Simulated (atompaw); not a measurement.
**Pseudopotential generation for strontium: PAW (atompaw), LDA (PW92)**

Do these settings give a usable potential? It is generated, then checked for scattering, ghosts and hardness.

Program: atompaw 4.2.0.5. Reference atom: LDA (PW92), scalar-relativistic, spherical and spin-unpolarised. All values are calculated.

## (1) The design

The settings as typed:

```json
{"element": "strontium (Sr, Z = 38)", "type": "PAW", "frozen core": "[Kr]", "valence charge": "2", "reference configuration": "4d0 5s2 5p0", "partial waves": "5s (bound); 5s channel at 0.75 Ry; 5p (bound, empty); 5p channel at 1.15 Ry; 4d (bound, empty); 4d channel at 2.35 Ry", "local potential": "troulliermartins scheme with l = 3 at 0.5 Ry, radius 2.15 bohr", "core correction": "smooth core density matched at 1.55 bohr", "augmentation charge": "sinc compensation charge, radius 2.30 bohr; PAW radius 3.00 bohr; waves and projectors: bloechl"}
```

## (2) Generating the potential

The input, Sr.input:

```
Sr 38
LDA-PW scalarrelativistic loggrid 1500 logderivrange -2 5 176
5 5 4 0 0 0
5 1 0
4 2 0
0 0 0
c
c
c
c
v
c
c
c
v
c
v
2
3.00 2.30 2.15 1.55
y
0.75
n
y
1.15
n
y
2.35
n
bloechl sinc
3 0.5 troulliermartins
PWSCFOUT
UPFDX 0.0125d0 UPFXMIN -7.d0 UPFZMESH 38.d0
END
```

Command:

```
$ atompaw < Sr.input > Sr.log
```

Q: Predict the outcome of this session. Wanted: cutoffs for 10 and 1 mRy, occupied levels; bound ghosts; largest phase difference near zero energy, channels read; lowest eigenvalue of the overlap; share of valence orbitals outside the PAW sphere; UPF file.

The runs gave:

| quantity | value |
| --- | --- |
| cutoffs for 10 and 1 mRy, occupied levels | 8 Ry and 10 Ry |
| bound ghosts | s at -31.77 eV, p at -19.63 eV |
| largest phase difference near zero energy, channels read | 0.006 rad |
| lowest eigenvalue of the overlap (Bessel basis) | 0.040 (s) |
| share of valence orbitals outside the PAW sphere | 5s 81 %, 5p 94 %, 4d 51 % |
| UPF file | written |

It has a bound ghost (s, p), a state that the atom doesn't have, and that rules the file out. It counts as soft on the atom at that tolerance, with 8 Ry needed at the looser tolerance. That counts occupied waves only; other projectors can need more. Near zero energy the phases of the channels with partial waves agree within 0.006 rad. All of this concerns the isolated atom, not yet a solid.
